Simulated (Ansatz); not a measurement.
# FGeH₄In: from a rough start to a minimum

Aim: relax FGeH₄In from a cheap starting geometry, check the end point by its vibrations and derive ideal-gas thermochemistry.

The runs use Ansatz 0.2.0, Gaussian basis; RKS PBE0-D4/def2-TZVP.

Levels to be run: relaxation at PBE0-D4/def2-TZVP; harmonic vibrations at the same level.

1 further run of the same task is left out (set aside as unsound or not needed).

**1. The starting structure**

SMILES `[F][InH][GeH3]`, 7 atoms, charge 0, spin multiplicity 1.

Atoms are counted from 1 here; the program's logs count them from 0.

Bond lengths: F1–In2 1.980 Å, In2–Ge3 2.598 Å, In2–H4 1.732 Å, Ge3–H5 1.514 Å, Ge3–H6 1.511 Å, Ge3–H7 1.515 Å. Angles: F1–In2–Ge3 109.8°, F1–In2–H4 107.4°, Ge3–In2–H4 142.8°, In2–Ge3–H5 116.9°, In2–Ge3–H6 109.3°, In2–Ge3–H7 113.9°, H5–Ge3–H6 105.5°, H5–Ge3–H7 104.8°, H6–Ge3–H7 105.6°.

Geometry (Å):

```
F    -1.4157   -1.7975    1.4981
In   -0.5016   -1.3506   -0.2010
Ge    0.4813    1.0508   -0.0660
H    -0.6488   -2.7247   -1.2442
H     0.4073    1.8920   -1.3221
H    -0.2612    1.8350    0.9910
H     1.9388    1.0951    0.3441
```

The start is a GFN2-xTB geometry. In takes the def2 core potential; no spin-orbit term is included.

**2. Relaxation at PBE0-D4/def2-TZVP**

in.yaml

```yaml
crystal:
  periodic: [false, false, false]
  atoms:
    - {symbol: F, position_ang: [-1.415720, -1.797530, 1.498100]}
    - {symbol: In, position_ang: [-0.501610, -1.350570, -0.200960]}
    - {symbol: Ge, position_ang: [0.481290, 1.050810, -0.065970]}
    - {symbol: H, position_ang: [-0.648760, -2.724740, -1.244170]}
    - {symbol: H, position_ang: [0.407260, 1.891950, -1.322080]}
    - {symbol: H, position_ang: [-0.261240, 1.835010, 0.991020]}
    - {symbol: H, position_ang: [1.938780, 1.095070, 0.344060]}
basis:
  gaussian: {orbitals: def2-TZVP}
hamiltonian: {xc: pbe0, dispersion: d4}
relax: {f_tol: 0.005, max_steps: 150}
```

Launch:

```
> ansatz run in.yaml --threads 2 --pin off --events-out ev --progress --plain --max-ram 32768MiB --backend cpu
```

After this run come: Vibrations by finite differences.

Q: Predict the results of all the runs planned. Wanted: point group; shift from the start; total energy; dispersion term; dipole moment; lowest, highest wavenumber; zero-point energy.

The runs gave:

| quantity | value |
| --- | --- |
| point group | C1 |
| steps | 17 |
| shift from the start (rms) | 0.156 Å |
| total energy | -64466.4378 eV |
| dispersion term | -98 meV |
| dipole moment | 3.08 D |
| lowest, highest wavenumber | 16, 2165 cm⁻¹ |
| zero-point energy | 80.2 kJ/mol |
| entropy at 298.15 K | 363.9 J/(mol K) |

The atoms moved 0.16 Å (rms) from the start; the bond that changed most is Ge3–H5, from 1.514 to 1.538 Å. No mode is imaginary: a true minimum at this level. The stiffest mode, 2165 cm⁻¹, is a Ge–H stretch, and 2 modes under 200 cm⁻¹ make the vibrational entropy uncertain. Harmonic hybrid wavenumbers usually lie a few per cent above measured fundamentals. The largest Mulliken charge, +0.71 e, sits on In2.
